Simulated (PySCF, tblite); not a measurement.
**C5H7ClSSi: geometry, infrared bands and NMR shifts**

What infrared bands and NMR shifts should C5H7ClSSi (`CSC1=CC=C[Si@H]1Cl`) show?

Computed with tblite 0.8.0 and PySCF 2.14.0, with density-fitted response routines of our own, on a single molecule in the gas phase. Atoms count from 0, in the outputs and in this text.

### Step 1. The molecule as given

15 atoms, charge 0, multiplicity 1; geometry from: force field or distance geometry start.

Bonds of the start (Å): C0–S1 1.82, S1–C2 1.70, C2–C3 1.34, C3–C4 1.46, C4–C5 1.35, C5–Si6 1.88, Si6–Cl7 2.04, Si6–C2 1.89, C0–H8 1.09, C0–H9 1.10, C0–H10 1.08, C3–H11 1.10, C4–H12 1.09, C5–H13 1.07, Si6–H14 1.48.

### Step 2. Relaxing the molecule with GFN2-xTB

The job: settings as JSON, then the geometry in Å.

```
{"job": {"kind": "relax", "xc": "GFN2-xTB", "basis": "xTB"}, "charge": 0, "multiplicity": 1}
C      2.393600    -1.252800     0.206100
S      1.147900    -1.419400    -1.116900
C     -0.088500    -0.433900    -0.483700
C     -0.899900    -0.707600     0.550200
C     -1.905400     0.293900     0.871300
C     -1.906600     1.367900     0.047600
Si    -0.565700     1.220900    -1.258500
Cl     0.869300     2.553600    -0.676600
H      2.671400    -0.204400     0.336900
H      1.995100    -1.641200     1.157400
H      3.276300    -1.820000    -0.064100
H     -0.839200    -1.624600     1.150700
H     -2.594200     0.168500     1.703600
H     -2.548800     2.225500     0.099700
H     -1.009700     1.281400    -2.669900
```

Run with:

```bash
$ OMP_NUM_THREADS=1 python probes_run.py task.json out
```

The driver reads the jobs from task.json and runs them one after another.

Standard output:

```text
step      E/eV     max force
  0    -646.62893    1.803
  1    -646.70675    0.698
  2    -646.73378    0.484
  3    -646.75159    0.419
  4    -646.76959    0.368
  5    -646.78652    0.328
  6    -646.79621    0.219
  7    -646.80182    0.226
  8    -646.80595    0.205
  9    -646.81004    0.239
 10    -646.81349    0.170
 11    -646.81580    0.120
 12    -646.81738    0.097
 13    -646.81895    0.115
 14    -646.82067    0.131
 15    -646.82197    0.086
 16    -646.82268    0.071
 17    -646.82318    0.053
 18    -646.82376    0.063
 19    -646.82439    0.065
 20    -646.82490    0.048
 21    -646.82530    0.052
 22    -646.82577    0.062
 23    -646.82648    0.073
 24    -646.82735    0.071
 25    -646.82809    0.062
 26    -646.82862    0.054
 27    -646.82915    0.068
 28    -646.82992    0.094
 29    -646.83097    0.120
 30    -646.83214    0.121
 31    -646.83334    0.090
 32    -646.83463    0.104
 33    -646.83602    0.107
 34    -646.83735    0.096
 35    -646.83838    0.074
 36    -646.83926    0.094
 37    -646.84043    0.133
 38    -646.84207    0.143
 39    -646.84377    0.098
 40    -646.84488    0.085
 41    -646.84558    0.069
 42    -646.84622    0.086
 43    -646.84708    0.097
 44    -646.84828    0.111
 45    -646.84956    0.095
 46    -646.85085    0.086
 47    -646.85207    0.087
 48    -646.85379    0.102
 49    -646.85540    0.131
 50    -646.85754    0.128
 51    -646.85946    0.134
 52    -646.86164    0.144
 53    -646.86395    0.152
 54    -646.86649    0.218
 55    -646.86958    0.172
 56    -646.87347    0.132
 57    -646.87612    0.136
 58    -646.88197    0.257
 59    -646.89003    0.313
 60    -646.89746    0.255
 61    -646.90128    0.297
 62    -646.90797    0.232
 63    -646.91497    0.256
 64    -646.92562    0.320
 65    -646.93173    0.289
 66    -646.93650    0.277
 67    -646.94096    0.187
 68    -646.94717    0.206
 69    -646.95699    0.269
 70    -646.96706    0.267
 71    -646.97439    0.225
 72    -646.97981    0.241
 73    -646.98260    0.211
 74    -646.98644    0.153
 75    -646.99184    0.176
 76    -646.99466    0.209
 77    -646.99796    0.126
 78    -647.00132    0.205
 79    -647.00357    0.147
 80    -647.00622    0.148
 81    -647.01030    0.139
 82    -647.01433    0.141
 83    -647.01712    0.128
 84    -647.01891    0.098
 85    -647.02011    0.076
 86    -647.02120    0.064
 87    -647.02202    0.070
 88    -647.02254    0.059
 89    -647.02295    0.068
 90    -647.02331    0.045
 91    -647.02355    0.035
 92    -647.02375    0.035
 93    -647.02401    0.047
 94    -647.02434    0.053
 95    -647.02474    0.056
 96    -647.02514    0.060
 97    -647.02549    0.042
 98    -647.02581    0.048
 99    -647.02605    0.041
100    -647.02620    0.029
101    -647.02630    0.026
102    -647.02639    0.022
103    -647.02648    0.023
104    -647.02652    0.017
105    -647.02655    0.008
```

Run time: 0.86 s. Hardware: 1 thread of Arm Neoverse V2, shared host; peak memory 0.18 GiB.

Along the way: (not every step is listed)

```
step  energy from step 0 (eV)  largest force (eV/Å)
   0                   0.0000                1.8026
   1                  -0.0778                0.6976
   2                  -0.1049                0.4836
   3                  -0.1227                0.4186
   4                  -0.1407                0.3683
   5                  -0.1576                0.3284
   6                  -0.1673                0.2189
   7                  -0.1729                0.2259
   8                  -0.1770                0.2053
  17                  -0.1943                0.0525
  26                  -0.1997                0.0544
  35                  -0.2095                0.0744
  44                  -0.2194                0.1108
  53                  -0.2350                0.1517
  62                  -0.2790                0.2323
  71                  -0.3455                0.2251
  80                  -0.3773                0.1478
  89                  -0.3940                0.0682
  98                  -0.3969                0.0485
 100                  -0.3973                0.0292
 101                  -0.3974                0.0263
 102                  -0.3975                0.0220
 103                  -0.3976                0.0228
 104                  -0.3976                0.0175
 105                  -0.3976                0.0082
```

Distances of close pairs at the start and the end, largest changes first:

```
   bond  before (Å)  after (Å)  change (Å)
  S1–C2       1.703      1.735      +0.032
Si6–Cl7       2.043      2.012      -0.031
Si6–H14       1.481      1.459      -0.022
 C2–Si6       1.888      1.909      +0.021
 C3–H11       1.098      1.079      -0.019
  C0–H9       1.102      1.086      -0.016
  C4–C5       1.353      1.343      -0.010
 C4–H12       1.088      1.081      -0.007
```

The final coordinates are the input of the step that follows.

### Step 3. Vibrational analysis with GFN2-xTB

The job: settings as JSON, then the geometry in Å.

```
{"job": {"kind": "ir", "xc": "GFN2-xTB", "basis": "xTB"}, "charge": 0, "multiplicity": 1}
C      2.228571    -1.738387     0.314881
S      1.766003    -0.528101    -0.962164
C      0.246719     0.096979    -0.403998
C     -0.427597    -0.253111     0.707199
C     -1.688078     0.432118     0.908419
C     -2.058795     1.330330    -0.018689
Si    -0.757506     1.399414    -1.373282
Cl     0.201298     3.159517    -1.545871
H      2.346040    -1.234522     1.269742
H      1.471703    -2.514825     0.373482
H      3.175073    -2.164366    -0.001751
H     -0.094492    -0.978016     1.433416
H     -2.273046     0.202623     1.787773
H     -2.978259     1.884672     0.052358
H     -1.162049     0.913665    -2.687797
```

Standard output:

```text
mode    cm-1     km/mol
  1      50.7      2.05
  2      81.3      0.26
  3     106.0      2.34
  4     173.7      3.34
  5     185.9      3.03
  6     208.5      2.39
  7     262.2      3.97
  8     346.5      2.07
  9     396.9     18.94
 10     416.5      9.21
 11     493.1     47.54
 12     566.4     39.09
 13     584.6     17.81
 14     628.2    127.07
 15     646.7    149.00
 16     719.4     11.98
 17     731.7     80.29
 18     816.2     40.68
 19     824.4      7.58
 20     905.1      1.21
 21     931.4      0.73
 22     938.3      0.14
 23     978.0     48.84
 24    1053.9     13.52
 25    1127.0      0.24
 26    1239.8      0.99
 27    1305.9      1.02
 28    1316.9     10.58
 29    1448.6      6.00
 30    1451.5      4.80
 31    1506.8    203.15
 32    1594.9      8.85
 33    2285.1    219.94
 34    3029.3      1.84
 35    3036.0      7.02
 36    3060.2      2.60
 37    3064.2     40.95
 38    3087.5     54.62
 39    3111.6     26.59
```

Run time: 0.58 s. Hardware: 1 thread of Arm Neoverse V2, shared host; peak memory 0.18 GiB.

Which atoms move in the most intense modes:

```
cm⁻¹  km/mol                               atoms
 493    47.5         Si6 34 %, Cl7 28 %, S1 12 %
 628   127.1         H14 40 %, Si6 17 %, C3 13 %
 647   149.0         H14 31 %, C4 23 %, Si6 18 %
 732    80.3        H13 56 %, H11 14 %, H12 11 %
 978    48.8                             C2 63 %
1507   203.2  C3 30 %, C2 28 %, C4 22 %, C5 18 %
2285   219.9                            H14 97 %
3088    54.6                            H11 87 %
```

### Step 4. NMR shieldings: PBE0/pcSseg-1

Settings changed since step 3:

```diff
@@ -1,2 +1,2 @@
-{"job": {"kind": "ir", "xc": "GFN2-xTB", "basis": "xTB"}, "charge": 0, "multiplicity": 1}
+{"job": {"kind": "nmr", "xc": "PBE0", "basis": "pcSseg-1"}, "charge": 0, "multiplicity": 1}
 C      2.228571    -1.738387     0.314881
```

Method: GIAO PBE0/pcSseg-1 NMR shielding, non-relativistic, gas phase.

Standard output:

```text
coarse grid: 14648 points
cycle   1  E = -1341.8256440361  dE =  1.119e+00  |g| = 4.337e-01  |ddm| = 3.850e+00
cycle   2  E = -1341.8072905907  dE =  1.835e-02  |g| = 5.069e-01  |ddm| = 9.811e-01
cycle   3  E = -1341.8738477898  dE = -6.656e-02  |g| = 9.965e-02  |ddm| = 6.239e-01
cycle   4  E = -1341.8765445902  dE = -2.697e-03  |g| = 4.075e-02  |ddm| = 1.732e-01
cycle   5  E = -1341.8769407077  dE = -3.961e-04  |g| = 1.247e-02  |ddm| = 4.399e-02
cycle   6  E = -1341.8769778512  dE = -3.714e-05  |g| = 3.620e-03  |ddm| = 1.667e-02
cycle   7  E = -1341.8769809651  dE = -3.114e-06  |g| = 1.084e-03  |ddm| = 4.894e-03
final grid: 129064 points
cycle   8  E = -1341.9264092423  dE = -3.786e-05  |g| = 9.689e-03  |ddm| = 3.773e-02
cycle   9  E = -1341.9263840490  dE =  2.519e-05  |g| = 1.343e-02  |ddm| = 2.244e-02
cycle  10  E = -1341.9264313745  dE = -4.733e-05  |g| = 2.050e-03  |ddm| = 1.635e-02
cycle  11  E = -1341.9264324739  dE = -1.099e-06  |g| = 5.279e-04  |ddm| = 2.682e-03
cycle  12  E = -1341.9264325384  dE = -6.445e-08  |g| = 1.289e-04  |ddm| = 5.471e-04
cycle  13  E = -1341.9264325420  dE = -3.677e-09  |g| = 4.825e-05  |ddm| = 1.830e-04
cycle  14  E = -1341.9264325426  dE = -5.939e-10  |g| = 1.221e-05  |ddm| = 6.225e-05
converged SCF energy = -1341.9264325426

GIAO shielding tensors (ppm)
atom      isotropic    diamagn.    paramagn.     s11        s22        s33       span
  0 C      166.225     252.623     -86.398    154.376    160.626    183.674     29.297
  1 S      459.079    1057.067    -597.988    295.523    459.825    621.888    326.365
  2 C       29.316     265.288    -235.972    -61.106      1.317    147.737    208.843
  3 C       53.093     253.850    -200.757    -45.555     58.286    146.548    192.103
  4 C       29.950     253.644    -223.694    -91.891     37.362    144.377    236.268
  5 C       61.381     261.567    -200.186    -38.857     60.521    162.480    201.338
  6 Si     356.101     879.164    -523.063    310.783    367.215    390.306     79.523
  7 Cl     994.413    1147.544    -153.131    931.362    986.689   1065.186    133.824
  8 H       29.446      31.366      -1.920     24.844     27.113     36.381     11.537
  9 H       29.430      31.365      -1.935     24.923     27.046     36.321     11.398
 10 H       29.453      28.479       0.975     24.450     26.694     37.216     12.766
 11 H       25.716      34.894      -9.178     23.301     23.421     30.424      7.123
 12 H       24.635      30.629      -5.994     22.852     23.725     27.329      4.477
 13 H       26.108      29.483      -3.375     24.850     26.445     27.028      2.178
 14 H       26.327      27.726      -1.399     22.833     24.009     32.139      9.306
```

It took 43 s on 1 thread of Arm Neoverse V2, shared host; peak memory 0.85 GiB.

The references, computed at this level on geometries of the same kind, shield at (ppm): ¹H TMS 31.72, ¹³C TMS 186.9, ²⁹Si TMS 349.2, ³³S CS2 504, ³⁵Cl HCl 950. Their shielding less the atom's gives the shift. The references are single molecules in the gas phase. Atoms listed in one row are averaged.

```
      atoms                                                    environment  σ (ppm)  δ (ppm)  δ scaled to CDCl3
         C2                                fully substituted alkene carbon     29.3    157.6              147.5
         C4                                                      alkene CH     29.9    157.0              151.3
         C3                                                      alkene CH     53.1    133.8              128.7
         C5                                                      alkene CH     61.4    125.5              120.6
         C0                                      methyl carbon bonded to S    166.2     20.7               13.9
        H12                                       hydrogen on an alkene CH    24.64     7.08               6.78
        H11                                       hydrogen on an alkene CH    25.72     6.00               5.76
        H13                                       hydrogen on an alkene CH    26.11     5.61               5.39
        H14  hydrogen on a silicon bonded to 2 C, Cl, in a 5-membered ring    26.33     5.39                  –
H8, H9, H10                        hydrogen on a methyl carbon bonded to S    29.44     2.27               2.25
         S1                                                 sulfide sulfur      459       45                  –
        Si6             silicon bonded to 2 C, Cl, H, in a 5-membered ring    356.1     -6.9                  –
        Cl7                                          chlorine bonded to Si      994      -45                  –
```

The scaled column applies a straight-line fit of computed shieldings to shifts measured in CDCl3, with any fitted terms for Cl, Br or S neighbours (root-mean-square error 0.16 ppm for H, 1.9 ppm for C).

The run also stored atomic charges by several schemes (e):

```
atoms  Mulliken    IAO  Hirshfeld  ESP fit
   C0     -0.41  -0.51      -0.11    -0.39
   S1      0.11   0.21       0.04    -0.08
   C2     -0.56  -0.40      -0.11    -0.21
   C3     -0.08  -0.20      -0.08     0.10
   C4     -0.06  -0.11      -0.03    -0.27
   C5     -0.41  -0.48      -0.17    -0.31
  Si6      0.98   0.93       0.35     0.42
  Cl7     -0.29  -0.28      -0.11    -0.15
```

Mayer bond orders: C0–S1 1.01, S1–C2 1.11, C2–C3 1.71, C3–C4 1.10, C4–C5 1.82, C5–Si6 0.91, Si6–Cl7 1.03, Si6–C2 0.76.

Ring of atoms C2, C3, C4, C5, Si6: NICS(0) 3.4, NICS(1) 0.1, NICS(1)zz 7.7 ppm (means of both faces).

Orbitals, density, ELF and potential are computed afterwards from the orbital file.

Frontier orbitals at PBE0/pcSseg-1, with the share of their density that lies nearest to each atom:

```
orbital  energy (eV)                                   lies on
   HOMO        -5.95  S1 35 %; C3, C5 about 19 % each; C2 11 %
   LUMO        -1.82  C2 21 %; C4, C5 about 16 % each; C3 11 %
```

ELF in a plane through or near 11 of the atoms.

Ten even steps from '0' (0.00) to '9' (1.00):
```
0000000000000000000000000000
0000000000000000000000000000
0000000000000000000000000000
0000000000000002897100000000
0000000000022006999400000000
0000000000499405999300000000
0000000000799935775003300000
0000000110399968456369950000
0000002553046128574399980000
0000355235005883041289950000
0004998326335235269854300000
0007999778258379222740000000
0002997143336587281110000000
0000230046125123001310000000
0000000048985001233210000000
0000000036873000122211000000
0000000001220000112210000000
0000000000000000001000000000
0000000000000000000000000000
0000000000000000000000000000
```
The map spans 12.8 Å across and 10.1 Å up, centred on the molecule. Atoms in the plane (x, y in Å): C0 (-2.8, -0.1), S1 (-1.5, -1.4), C2 (-0.1, -0.5), C3 (0.1, 0.9), C4 (1.4, 1.4), C5 (2.4, 0.5), Si6 (1.7, -1.3), H10 (-3.8, -0.7), H11 (-0.8, 1.6), H12 (1.6, 2.4), H13 (3.4, 0.7).

On the surface of density 0.002 e/bohr³ the electrostatic potential runs, from the 1st to the 99th percentile, from -0.80 V near S1 to 1.11 V near Si6.

### Step 5. What came out

| quantity | value |
| --- | --- |
| strongest single infrared mode (GFN2-xTB) | 2285 cm⁻¹, 220 km/mol |
| zero-point energy (GFN2-xTB) | 63.9 kcal/mol |
| ¹³C shifts against TMS (PBE0/pcSseg-1) | 157.6, 157.0, 133.8, 125.5, 20.7 ppm |
| ¹H shifts against TMS (PBE0/pcSseg-1, means over atoms taken as alike) | 7.08, 6.00, 5.61, 5.39, 2.27 ppm |
| ³³S shifts against CS2 (PBE0/pcSseg-1) | 45 ppm |
| ²⁹Si shifts against TMS (PBE0/pcSseg-1) | -6.9 ppm |
| ³⁵Cl shifts against HCl (PBE0/pcSseg-1) | -45 ppm |
| surface potential, 1st and 99th percentile | -0.80 V and 1.11 V |

What this shows: The optimisation took 105 steps and gained 0.398 eV; among the close pairs (by a distance rule), S1–C2 changed most, from 1.703 to 1.735 Å. All 39 modes are real, so the xTB geometry is a minimum. The strongest single mode, at 2285 cm⁻¹, moves mainly H14. Unscaled tight-binding wavenumbers are off by several per cent, some by more. Its intensities can rank the bands wrongly. At PBE0/pcSseg-1: The widest tensor belongs to S1: span 326 ppm, with a paramagnetic part of -598 ppm. By nearest atom (PBE0/pcSseg-1), the HOMO sits on S1 35 %; C3, C5 about 19 % each and the LUMO on C2 21 %; C4, C5 about 16 % each.
